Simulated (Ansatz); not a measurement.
# Ca3CdF8: the band gap up the ladder of functionals

One table from this session's results is given with a row withheld; the runs are named, their logs left out.

The runs shown are made with Ansatz 0.2.0. PAW datasets, plane waves. Spin-unpolarised throughout. Whether this structure exists isn't addressed.

**The system as given**

The cell was relaxed beforehand with r2SCAN.

Space group Cmmm (No. 65), orthorhombic; conventional cell a = 7.679 Å, b = 10.854 Å, c = 3.835 Å, 13.32 Å³ an atom. Near Ca stand 8 F at 2.35 Å; near F stand 1 Cd at 2.34 Å and 3 Ca at 2.35–2.36 Å; near Ca stand 8 F at 2.35–2.36 Å; near F stand 2 Cd at 2.34 Å and 2 Ca at 2.35 Å; near F stand 4 Ca at 2.35 Å.

The structure in full:

```cif
data_structure
_symmetry_space_group_name_H-M 'Cmmm'
_symmetry_Int_Tables_number 65
_cell_length_a 7.6790
_cell_length_b 10.8536
_cell_length_c 3.8351
_cell_angle_alpha 90.000
_cell_angle_beta 90.000
_cell_angle_gamma 90.000
_cell_volume 319.64
loop_
_atom_site_label
_atom_site_type_symbol
_atom_site_symmetry_multiplicity
_atom_site_Wyckoff_symbol
_atom_site_fract_x
_atom_site_fract_y
_atom_site_fract_z
_atom_site_occupancy
Ca1 Ca 4 e 0.25000 0.25000 0.00000 1
F1 F 8 q 0.24907 0.87522 0.50000 1
Ca2 Ca 2 c 0.50000 0.00000 0.50000 1
F2 F 4 i 0.50000 0.62434 0.00000 1
F3 F 4 i 0.50000 0.87463 0.00000 1
Cd1 Cd 2 d 0.00000 0.00000 0.50000 1
```

The first run:

Input file input.yaml:

```yaml
crystal:
  lattice:
    - [3.839489584, -5.4268061171, 0.0]
    - [3.839489584, 5.4268061171, 0.0]
    - [0.0, 0.0, 3.8351427833]
  atoms:
    - { symbol: Ca, position: [0.0, 0.5, 0.0] }
    - { symbol: F, position: [0.3738459558, 0.1242917425, 0.5] }
    - { symbol: F, position: [0.1242917425, 0.3738459558, 0.5] }
    - { symbol: Ca, position: [0.5, 0.5, 0.5] }
    - { symbol: F, position: [0.8756615817, 0.1243384183, 0.0] }
    - { symbol: F, position: [0.6253653429, 0.3746346571, 0.0] }
    - { symbol: Cd, position: [0.0, 0.0, 0.5] }
    - { symbol: F, position: [0.3746346571, 0.6253653429, 0.0] }
    - { symbol: F, position: [0.1243384183, 0.8756615817, 0.0] }
    - { symbol: Ca, position: [0.5, 0.0, 0.0] }
    - { symbol: F, position: [0.8757082575, 0.6261540442, 0.5] }
    - { symbol: F, position: [0.6261540442, 0.8757082575, 0.5] }
kpoints:
  mp_grid: { grid: [4, 4, 6] }
  band_path:
    path:
      - [[0.0, 0.0, 0.0], [-0.5, 0.5, 0.0], [-0.3751406436638, 0.6248593563362, 0.0]]
      - [[0.3751406436638, 0.3751406436638, 0.0], [0.0, 0.0, 0.0], [0.0, 0.0, 0.5], [0.3751406436638, 0.3751406436638, 0.5]]
      - [[-0.3751406436638, 0.6248593563362, 0.5], [-0.5, 0.5, 0.5], [-0.5, 0.5, 0.0]]
      - [[0.0, 0.0, 0.0], [-3.915972829484e-17, 0.5, 0.0], [-3.915972829484e-17, 0.5, 0.5], [0.0, 0.0, 0.5], [-0.5, 0.5, 0.5]]
    npoints: 10
hamiltonian:
  xc: pbe
scf:
  occupations: { method: fermi_dirac, width: 0.02 }
  n_extra_bands: 7
output:
  forces: true
  stress: true
  eigenvalues: true
  write_density: true
  write_potential: true
  elf: true
  volumetric_format: npy
```

Among the steps run: PBE band path; r2SCAN; HSE06; Single point with PBE+SOC; PBE0 at the same geometry.

One table of the session follows, with a row left open; its other results are not shown here.

```
  level  gap (eV)
    PBE      5.33
 r2SCAN      6.02
  HSE06         ?
PBE+SOC      5.32
   PBE0      8.21
```

Q: Estimate the row for HSE06 from the others.

The run gave: gap (eV): 7.44. In the column «gap (eV)» it lies between r2SCAN (6.02) and PBE0 (8.21).

Meshes: PBE 4×4×6, r2SCAN 4×4×6, HSE06 2×2×4, PBE+SOC 4×4×6, PBE0 2×2×4

In words: PBE+SOC gives the least gap, 5.32 eV, and PBE0 the largest, 8.21 eV. Against HSE06, PBE is short by 2.11 eV, at 72 % of it, and r2SCAN 81 %. PBE0 lies 0.77 eV above HSE06, which differs from it by screening the long-range exchange.

To keep in mind: Warnings in the runs' records: stress scf threshold loose, stress exchange threshold loose.
